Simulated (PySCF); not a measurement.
**C₂H₉NSi₂: electronic excitations and core binding energies**

What electronic excitations and core binding energies should C₂H₉NSi₂ (`N[SiH2]/C=C/[SiH3]`) show?

Programs: PySCF 2.14.0, with density-fitted response routines of our own. Each step states its level of theory. These are calculated values for one molecule in the gas phase, unless marked as measured. Atoms are numbered from 0 throughout.

## 1. The molecule as given

14 atoms, charge 0, multiplicity 1; geometry from: GFN2-xTB.

Bonds of the start (Å): N0–Si1 1.72, Si1–C2 1.88, C2–C3 1.33, C3–Si4 1.88, N0–H5 1.01, N0–H6 1.01, Si1–H7 1.46, Si1–H8 1.48, C2–H9 1.08, C3–H10 1.09, Si4–H11 1.47, Si4–H12 1.47, Si4–H13 1.46.

## 2. TDDFT and polarisability: wB97X-D/def2-SVPD

What the job is given:

```
{"job": {"kind": "uv", "xc": "wB97X-D", "basis": "def2-SVPD", "nstates": 8, "ntriplets": 3}, "charge": 0, "multiplicity": 1}
N     -2.390696     0.469089    -0.211627
Si    -1.753686    -0.839477     0.713694
C      0.113981    -0.613832     0.767145
C      0.813861     0.262855     0.050263
Si     2.678153     0.495573     0.107558
H     -3.367139     0.452790    -0.456174
H     -2.120691     1.408756     0.031546
H     -2.147583    -2.045982    -0.017620
H     -2.236573    -0.926955     2.105617
H      0.654500    -1.266878     1.443973
H      0.264669     0.904802    -0.630673
H      2.985627     1.829345     0.638509
H      3.217900     0.390843    -1.251592
H      3.286998    -0.521402     0.967241
```

With the program's defaults for keys left out, this is: TDDFT wB97X-D/def2-SVPD, vertical, gas phase, core orbitals frozen in the response.

Log:

```text
coarse grid: 12064 points
cycle   1  E = -714.8964688632  dE =  1.995e-01  |g| = 4.087e-01  |ddm| = 4.463e+00
cycle   2  E = -714.9103386533  dE = -1.387e-02  |g| = 3.680e-01  |ddm| = 1.280e+00
cycle   3  E = -714.9402816443  dE = -2.994e-02  |g| = 3.819e-02  |ddm| = 4.765e-01
cycle   4  E = -714.9407166986  dE = -4.351e-04  |g| = 1.635e-02  |ddm| = 1.558e-01
cycle   5  E = -714.9407903301  dE = -7.363e-05  |g| = 3.817e-03  |ddm| = 4.280e-02
cycle   6  E = -714.9407954662  dE = -5.136e-06  |g| = 1.055e-03  |ddm| = 1.692e-02
final grid: 105608 points
cycle   7  E = -715.0361446485  dE = -7.677e-05  |g| = 5.672e-03  |ddm| = 1.171e-01
cycle   8  E = -715.0361458865  dE = -1.238e-06  |g| = 5.514e-03  |ddm| = 1.587e-02
cycle   9  E = -715.0361522808  dE = -6.394e-06  |g| = 3.981e-04  |ddm| = 7.096e-03
cycle  10  E = -715.0361523525  dE = -7.162e-08  |g| = 1.436e-04  |ddm| = 1.740e-03
cycle  11  E = -715.0361523616  dE = -9.110e-09  |g| = 5.421e-05  |ddm| = 4.491e-04
cycle  12  E = -715.0361523634  dE = -1.787e-09  |g| = 1.648e-05  |ddm| = 1.575e-04
cycle  13  E = -715.0361523636  dE = -2.497e-10  |g| = 7.808e-06  |ddm| = 6.468e-05
converged SCF energy = -715.0361523636

Static polarisability (au): isotropic 88.358, principal 70.170 80.397 114.507

Singlet excitations
state   eV       nm        f      main configurations
  1   5.8780    210.9   0.00102   H-2->L 0.78, H->L 0.16
  2   6.3186    196.2   0.03424   H->L 0.73, H-2->L 0.16
  3   6.7007    185.0   0.08815   H->L+1 0.50, H->L+2 0.16, H-1->L 0.14
  4   6.8400    181.3   0.46307   H-1->L 0.79, H->L+1 0.11
  5   7.4782    165.8   0.02500   H-1->L+1 0.74
  6   7.7191    160.6   0.00818   H->L+2 0.28, H->L+7 0.24, H->L+3 0.11
  7   7.8984    157.0   0.04066   H-2->L+1 0.81
  8   8.0752    153.5   0.00007   H-1->L+2 0.34, H->L+5 0.13, H->L+4 0.12

Triplet excitations (Tamm-Dancoff, eV): 4.2505 5.3075 6.1364
```

Run time: 39 s. Hardware: 1 thread, shared host.

Frontier orbitals and where they lie:

| orbital | eV | atoms |
| --- | --- | --- |
| HOMO−3 | -11.61 | Si4 38 %, H13 32 %, H12 9 % |
| HOMO−2 | -10.10 | C3 23 %, C2 22 %, Si4 14 % |
| HOMO−1 | -9.77 | C2 33 %, C3 32 %, Si4 7 % |
| HOMO | -9.40 | N0 54 %, Si1 15 %, H8 11 % |
| LUMO | 1.00 | C2 31 %, C3 31 %, Si1 11 % |
| LUMO+1 | 1.89 | Si1 26 %, Si4 17 %, C3 8 % |
| LUMO+2 | 2.27 | Si4 37 %, Si1 11 %, H11 6 % |

With each of the 8 states as a Gaussian band of 0.4 eV half-width at 1/e, the curve within the window shown has maxima at 182 nm (ε 22,000) L/(mol cm). Beyond the last state computed it falls off for lack of states. The curve at chosen wavelengths:

(nm, ε (L/mol/cm)): (148, 428), (151, 1014), (155, 1949), (158, 2390), (162, 2605), (165, 3076), (169, 5600), (172, 9602), (176, 16604), (179, 20826), (182, 22330), (186, 19680), (189, 15556), (193, 9823), (196, 6434), (200, 3451), (203, 2118), (206, 1290), (210, 657), (213, 389), (217, 189), (220, 108), (224, 50), (227, 28), (231, 13), (234, 7)

Further results of this job:

| property | computed |
| --- | --- |
| dipole moment (D) | 1.19 |
| polarisability (Å³) | 13.09 |
| HOMO–LUMO gap (eV) | 10.41 |
| −ε(HOMO) (eV) | 9.40 |

## 3. Core-electron binding energies: SCAN, X2C

The job, as its differences from that of step 2:

```diff
@@ -1,2 +1,2 @@
-{"job": {"kind": "uv", "xc": "wB97X-D", "basis": "def2-SVPD", "nstates": 8, "ntriplets": 3}, "charge": 0, "multiplicity": 1}
+{"job": {"kind": "xps"}, "charge": 0, "multiplicity": 1}
 N     -2.390696     0.469089    -0.211627
```

With the program's defaults for keys left out, this is: delta-SCF UKS SCAN, pcX-2 on the ionised atom, pcseg-1 elsewhere, spin-free X2C.

Log:

```text
ground state, core basis on atom 0 (N), 154 functions
  cycle   1  E = -716.33474946  |g| = 6.01e-01
  cycle   2  E = -716.19974355  |g| = 9.55e-01
  cycle   3  E = -716.41970640  |g| = 8.33e-02
  cycle   4  E = -716.42096674  |g| = 4.36e-02
  cycle   5  E = -716.42144389  |g| = 1.42e-02
  cycle   6  E = -716.42147807  |g| = 8.75e-03
  cycle   7  E = -716.42149845  |g| = 2.23e-03
  cycle   8  E = -716.42150047  |g| = 2.85e-04
  E(ground) = -716.48961775 Eh
hole in N 1s of atom 0
  cycle   1  E = -700.85614423  |g| = 1.86e+00
  cycle   2  E = -699.97653000  |g| = 2.12e+00
  cycle   3  E = -701.48030496  |g| = 4.11e-01
  cycle   4  E = -701.53441519  |g| = 1.78e-01
  cycle   5  E = -701.55083546  |g| = 7.11e-02
  cycle   6  E = -701.55370061  |g| = 1.05e-02
  cycle   7  E = -701.55373864  |g| = 7.85e-03
  cycle   8  E = -701.55376402  |g| = 4.33e-03
  cycle   9  E = -701.55377619  |g| = 9.46e-04
  cycle  10  E = -701.55377643  |g| = 2.27e-04
  E(ion) = -701.62080800 Eh   <S^2> = 0.7642   hole on atom = 1.000   binding energy = 404.601 eV
ground state, core basis on atom 1 (Si), 165 functions
  cycle   1  E = -716.50607339  |g| = 2.88e-01
  cycle   2  E = -716.50607403  |g| = 4.62e-02
  cycle   3  E = -716.50582926  |g| = 4.79e-02
  cycle   4  E = -716.50626253  |g| = 1.77e-02
  cycle   5  E = -716.50633919  |g| = 3.92e-03
  cycle   6  E = -716.50634235  |g| = 5.70e-04
  cycle   7  E = -716.50634241  |g| = 6.05e-05
  E(ground) = -716.53450761 Eh
hole in Si 1s of atom 1
  cycle   1  E = -647.58565248  |g| = 4.35e+00
  cycle   2  E = -647.45151647  |g| = 2.23e+00
  cycle   3  E = -648.00335072  |g| = 9.98e-01
  cycle   4  E = -648.47193251  |g| = 5.39e-01
  cycle   5  E = -648.62083245  |g| = 2.01e-01
  cycle   6  E = -648.64238483  |g| = 4.64e-02
  cycle   7  E = -648.64320032  |g| = 2.56e-02
  cycle   8  E = -648.64356622  |g| = 5.56e-03
  cycle   9  E = -648.64357920  |g| = 2.79e-03
  cycle  10  E = -648.64358279  |g| = 9.58e-04
  cycle  11  E = -648.64358373  |g| = 1.97e-04
  E(ion) = -648.67973331 Eh   <S^2> = 0.7521   hole on atom = 1.000   binding energy = 1846.422 eV
hole in Si 2p of atom 1
  cycle   1  E = -712.24505081  |g| = 1.24e+00
  cycle   2  E = -711.98435539  |g| = 1.19e+00
  cycle   3  E = -712.44247414  |g| = 4.53e-01
  cycle   4  E = -712.54486461  |g| = 2.11e-01
  cycle   5  E = -712.56725759  |g| = 6.44e-02
  cycle   6  E = -712.56928318  |g| = 2.58e-02
  cycle   7  E = -712.56965177  |g| = 5.52e-03
  cycle   8  E = -712.56966247  |g| = 2.20e-03
  cycle   9  E = -712.56966581  |g| = 9.82e-04
  cycle  10  E = -712.56966642  |g| = 2.35e-04
  E(ion) = -712.60933378 Eh   <S^2> = 0.7516   hole on atom = 1.002   binding energy = 106.809 eV
  2p3/2 = 106.582 eV   2p1/2 = 107.205 eV
ground state, core basis on atom 2 (C), 154 functions
  cycle   1  E = -716.40827439  |g| = 6.21e-02
  cycle   2  E = -716.40814870  |g| = 3.69e-02
  cycle   3  E = -716.40816733  |g| = 3.53e-02
  cycle   4  E = -716.40846693  |g| = 9.60e-03
  cycle   5  E = -716.40849610  |g| = 1.85e-03
  cycle   6  E = -716.40849736  |g| = 2.97e-04
  E(ground) = -716.47857524 Eh
hole in C 1s of atom 2
  cycle   1  E = -705.16489801  |g| = 1.51e+00
  cycle   2  E = -702.86394676  |g| = 2.25e+00
  cycle   3  E = -705.32528530  |g| = 8.94e-01
  cycle   4  E = -705.70126016  |g| = 3.45e-01
  cycle   5  E = -705.74053083  |g| = 1.85e-01
  cycle   6  E = -705.75525341  |g| = 6.40e-02
  cycle   7  E = -705.75747712  |g| = 1.42e-02
  cycle   8  E = -705.75762508  |g| = 4.64e-03
  cycle   9  E = -705.75766003  |g| = 2.72e-03
  cycle  10  E = -705.75767793  |g| = 1.42e-03
  cycle  11  E = -705.75768186  |g| = 6.33e-04
  cycle  12  E = -705.75768303  |g| = 2.68e-04
  E(ion) = -705.82664810 Eh   <S^2> = 0.7990   hole on atom = 1.000   binding energy = 289.854 eV
ground state, core basis on atom 3 (C), 154 functions
  cycle   1  E = -716.40810866  |g| = 6.07e-02
  cycle   2  E = -716.40745245  |g| = 5.60e-02
  cycle   3  E = -716.40779526  |g| = 4.20e-02
  cycle   4  E = -716.40828707  |g| = 3.57e-03
  cycle   5  E = -716.40829020  |g| = 9.51e-04
  cycle   6  E = -716.40828845  |g| = 2.40e-04
  E(ground) = -716.47836257 Eh
hole in C 1s of atom 3
  cycle   1  E = -705.16240795  |g| = 1.51e+00
  cycle   2  E = -703.03078332  |g| = 2.24e+00
  cycle   3  E = -705.39740037  |g| = 8.08e-01
  cycle   4  E = -705.67726082  |g| = 4.00e-01
  cycle   5  E = -705.73670100  |g| = 1.96e-01
  cycle   6  E = -705.75411421  |g| = 5.15e-02
  cycle   7  E = -705.75550692  |g| = 1.77e-02
  cycle   8  E = -705.75569748  |g| = 5.48e-03
  cycle   9  E = -705.75573711  |g| = 2.92e-03
  cycle  10  E = -705.75575770  |g| = 1.50e-03
  cycle  11  E = -705.75576485  |g| = 6.80e-04
  cycle  12  E = -705.75576650  |g| = 3.34e-04
  E(ion) = -705.82457328 Eh   <S^2> = 0.8000   hole on atom = 1.000   binding energy = 289.904 eV
ground state, core basis on atom 4 (Si), 165 functions
  cycle   1  E = -716.50053573  |g| = 2.86e-01
  cycle   2  E = -716.50030858  |g| = 4.73e-02
  cycle   3  E = -716.49890939  |g| = 8.09e-02
  cycle   4  E = -716.50069576  |g| = 1.42e-02
  cycle   5  E = -716.50073909  |g| = 1.55e-03
  cycle   6  E = -716.50073964  |g| = 3.66e-04
  E(ground) = -716.52884916 Eh
hole in Si 1s of atom 4
  cycle   1  E = -647.58599183  |g| = 4.35e+00
  cycle   2  E = -645.70894709  |g| = 2.51e+00
  cycle   3  E = -633.75743544  |g| = 3.24e+00
  cycle   4  E = -648.52324943  |g| = 4.70e-01
  cycle   5  E = -648.60207360  |g| = 2.59e-01
  cycle   6  E = -648.63355793  |g| = 1.47e-01
  cycle   7  E = -648.64474576  |g| = 4.50e-02
  cycle   8  E = -648.64553191  |g| = 2.75e-02
  cycle   9  E = -648.64597791  |g| = 4.43e-03
  cycle  10  E = -648.64599212  |g| = 1.20e-03
  cycle  11  E = -648.64599009  |g| = 5.01e-04
  cycle  12  E = -648.64599184  |g| = 1.98e-04
  E(ion) = -648.68193869 Eh   <S^2> = 0.7523   hole on atom = 1.000   binding energy = 1846.208 eV
hole in Si 2p of atom 4
  cycle   1  E = -712.24333200  |g| = 1.23e+00
  cycle   2  E = -710.24544588  |g| = 1.65e+00
  cycle   3  E = -712.07687667  |g| = 9.11e-01
  cycle   4  E = -712.52661718  |g| = 2.20e-01
  cycle   5  E = -712.54692395  |g| = 1.88e-01
  cycle   6  E = -712.56471070  |g| = 7.99e-02
  cycle   7  E = -712.56785449  |g| = 1.63e-02
  cycle   8  E = -712.56799200  |g| = 5.80e-03
  cycle   9  E = -712.56800940  |g| = 2.41e-03
  cycle  10  E = -712.56801112  |g| = 7.46e-04
  cycle  11  E = -712.56801275  |g| = 1.55e-04
  E(ion) = -712.60742151 Eh   <S^2> = 0.7520   hole on atom = 1.002   binding energy = 106.707 eV
  2p3/2 = 106.493 eV   2p1/2 = 107.115 eV
```

Run time: 2.2 min. Hardware: 1 thread, shared host.

The holes in one table. −ε is the ground-state orbital energy:

| hole | stands for | environment | ΔSCF (eV; 2p as the shell's mean) | −ε (eV) | ⟨S²⟩ |
| --- | --- | --- | --- | --- | --- |
| N1s on N0 | N0 | nitrogen bonded to Si, 2 H | 404.60 | 385.4 | 0.764 |
| Si1s on Si1 | Si1 | silicon bonded to C, N, 2 H | 1846.42 | 1793.2 | 0.752 |
| Si2p on Si1 | Si1 | silicon bonded to C, N, 2 H | 106.79 | 96.0 | 0.752 |
| C1s on C2 | C2 | alkene CH | 289.85 | 273.6 | 0.799 |
| C1s on C3 | C3 | alkene CH | 289.90 | 273.7 | 0.800 |
| Si1s on Si4 | Si4 | silicon bonded to C, 3 H | 1846.21 | 1793.1 | 0.752 |
| Si2p on Si4 | Si4 | silicon bonded to C, 3 H | 106.70 | 95.9 | 0.752 |

With the spin-orbit splitting: Si1 2p3/2 106.58, 2p1/2 107.21 eV; Si4 2p3/2 106.49, 2p1/2 107.12 eV. The table gives each 2p level as the mean over the whole 2p shell (two parts 2p3/2, one part 2p1/2), which differs a little from the single hole in the log.

## 4. Results

```
                                quantity                        value
      lowest singlet (wB97X-D/def2-SVPD)  5.88 eV (211 nm), f = 0.001
brightest single state of those computed  state 4, 6.84 eV, f = 0.463
                          lowest triplet                      4.25 eV
       Si1s binding energies, SCAN/pcX-2  Si1 1846.42, Si4 1846.21 eV
       Si2p binding energies, SCAN/pcX-2    Si1 106.79, Si4 106.70 eV
        C1s binding energies, SCAN/pcX-2      C3 289.90, C2 289.85 eV
        N1s binding energies, SCAN/pcX-2                 N0 404.60 eV
```

The lowest singlet, at 5.88 eV, is HOMO−2→LUMO 0.78, HOMO→LUMO 0.16 and is weak; of the 8 states computed, the strongest absorption comes from state 4 at 6.84 eV. The lowest triplet lies 1.63 eV below the lowest singlet (triplets in Tamm-Dancoff, singlets in full TDDFT). The Si1s levels kept as sound span 0.21 eV, from Si4 (silicon bonded to C, 3 H) up to Si1 (silicon bonded to C, N, 2 H). Si1 (silicon bonded to C, N, 2 H) binds its Si2p electron 0.09 eV more tightly than Si4 (silicon bonded to C, 3 H). The C1s levels computed lie within 0.05 eV of one another, too close to rank.
